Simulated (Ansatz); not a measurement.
# CH₂FI: up Jacob's ladder to CCSD(T)

One table from this session's results is given with a row withheld; the runs are named, their logs left out.

The runs use Ansatz 0.2.0, Gaussian basis; functionals in def2-TZVPP, the program's frozen cores in correlated methods.

The runs, in order: LDA (SPW92), PBE-D4, revPBE-D4, BLYP-D4, r2SCAN-D4, B97M-V, PBE0-D4, B3LYP-D4, r2SCANh-D4, r2SCAN0-D4, HSE06-D4, BHLYP-D4, CAM-B3LYP-D4, LC-ωPBE, ωB97X-V, ωB97M-V, B2PLYP, PBE-QIDH; CCSD(T)/def2-SVP; CCSD(T)/def2-TZVPP; MP2/def2-QZVPP; extrapolation to the limit; RPA on PBE.

### The geometry

All runs share one geometry, relaxed beforehand with PBE0-D4 in a triple-zeta def2 set. I takes the def2 core potential; no spin-orbit term is included.

SMILES `FCI`, 5 atoms, charge 0, spin multiplicity 1.

Atoms are counted from 1 here; the program's logs count them from 0.

Bond lengths: F1–C2 1.353 Å, C2–I3 2.142 Å, C2–H4 1.088 Å, C2–H5 1.088 Å. Angles: F1–C2–I3 111.0°, F1–C2–H4 109.9°, F1–C2–H5 109.9°, I3–C2–H4 106.6°, I3–C2–H5 106.6°, H4–C2–H5 112.7°.

Geometry (Å):

```xyz
5
charge 0, multiplicity 1
F     1.1963    0.7109   -0.1755
C     0.1606   -0.1141    0.1034
I    -1.6323    0.5479   -0.8642
H     0.3681   -1.1120   -0.2772
H    -0.0427   -0.1062    1.1722
```

Set-up of the first run:

in.yaml reads:

```yaml
crystal:
  periodic: [false, false, false]
  atoms:
    - {symbol: F, position_ang: [1.196254, 0.710859, -0.175539]}
    - {symbol: C, position_ang: [0.160617, -0.114144, 0.103400]}
    - {symbol: I, position_ang: [-1.632294, 0.547931, -0.864187]}
    - {symbol: H, position_ang: [0.368116, -1.111996, -0.277239]}
    - {symbol: H, position_ang: [-0.042693, -0.106249, 1.172163]}
basis:
  gaussian: {orbitals: def2-TZVPP}
hamiltonian: {xc: lda}
output: {orbitals: {seedname: orbitals}}
```

Steps of the session up to this table: LDA; PBE-D4 (GGA); revPBE-D4 (GGA); BLYP-D4 (GGA); r2SCAN-D4 (meta-GGA); B97M-V (meta-GGA); PBE0-D4 (hybrid); B3LYP-D4 (hybrid); r2SCANh-D4 (hybrid); r2SCAN0-D4 (hybrid); HSE06-D4 (hybrid); BHLYP-D4 (hybrid); CAM-B3LYP-D4 (range-separated); LC-ωPBE-D4 (range-separated; the results give it without D4); ωB97X-V (range-separated); ωB97M-V (range-separated); B2PLYP (double hybrid); PBE-QIDH (double hybrid).

One of the session's tables, all rows but one given; the rest of the session is left out.

It belongs to the step «Frontier levels by functional». 

```
  functional  HOMO (eV)  gap (eV)
 LDA (SPW92)      -6.55      4.38
      PBE-D4      -6.40      4.43
   revPBE-D4      -6.35      4.46
     BLYP-D4      -6.24      4.35
   r2SCAN-D4      -6.69      4.93
      B97M-V      -6.71      4.98
     PBE0-D4      -7.58      6.52
    B3LYP-D4      -7.35      6.01
  r2SCANh-D4          ?         ?
  r2SCAN0-D4      -7.77      6.83
    HSE06-D4      -7.19      5.75
    BHLYP-D4      -8.60      8.47
CAM-B3LYP-D4      -8.88      8.85
     LC-ωPBE     -10.24     11.42
     ωB97X-V      -9.89     10.95
     ωB97M-V      -9.76     10.66
```

**Question.** Estimate the row for r2SCANh-D4.

Worked estimate for «HOMO (eV)». Against the share of exact exchange, r2SCAN-D4 (0, -6.69), r2SCAN0-D4 (0.25, -7.77) give a slope of -4.32 per unit share; at 0.1 the line stands at -7.12.

As computed: HOMO (eV): -7.12; gap (eV): 5.69. In «HOMO (eV)» the line misses by 0.00.
